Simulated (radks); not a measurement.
# Se²⁺ in [Ar] 3d9 4s2 4p2 5p1: an all-electron calculation

Wanted: eigenvalues, radial structure and energy terms of the selenium ion Se2+.

Program: radks (a radial shooting solver on a logarithmic mesh, Libxc functionals) version 1. Level of theory: scalar-relativistic Kohn-Sham, PBE, spin-polarised, spherical densities, finite nucleus; open shells are filled with parallel spins first. These are calculated values, not measurements, unless marked.

### Step 1. The atom as given

```
element            : selenium (Z = 34)
charge             : +2
electrons          : 32
configuration      : [Ar] 3d9 4s2 4p2 5p1
nuclear rms radius : 4.14 fm
```

The outer shells:

Se²⁺
```
[Ar] core
3d [↑↓][↑↓][↑↓][↑↓][↑ ]
4s [↑↓]
4p [↑ ][↑ ][  ]
5p [↑ ][  ][  ]
```

### Step 2. The calculation

Input:

```text
Z 34
configuration [Ar] 3d9 4s2 4p2 5p1
relativity scalar-relativistic
functional pbe,pbe
spin polarised
nucleus finite rms 4.14 fm
c 137.035999084
```

The run is started by

```console
python run_ks.py task.json out
```

This one command runs every case of the session in turn.

Q: Predict the outcome of this run.

**Answer**, as computed:

```
                        quantity                   value
                    total energy     -2426.10191 hartree
exchange-correlation share of it                  3.56 %
                            −T/E                  1.0205
          highest occupied level       5p up, -11.537 eV
    most extended occupied level  5p up, <r> = 4.41 bohr
 radius at density 0.001 e/bohr³               4.79 bohr
    maxima of the radial density                       3
```

What this shows: 5 principal shells are occupied and 3 maxima appear in the radial density; where shells overlap, one shows as a shoulder or not at all. −T/E is 1.021: with relativity the kinetic term as defined here no longer equals −E. This is not the tabulated ground configuration, so its levels and sizes aren't those of the ground state, and no measured value stands beside it.
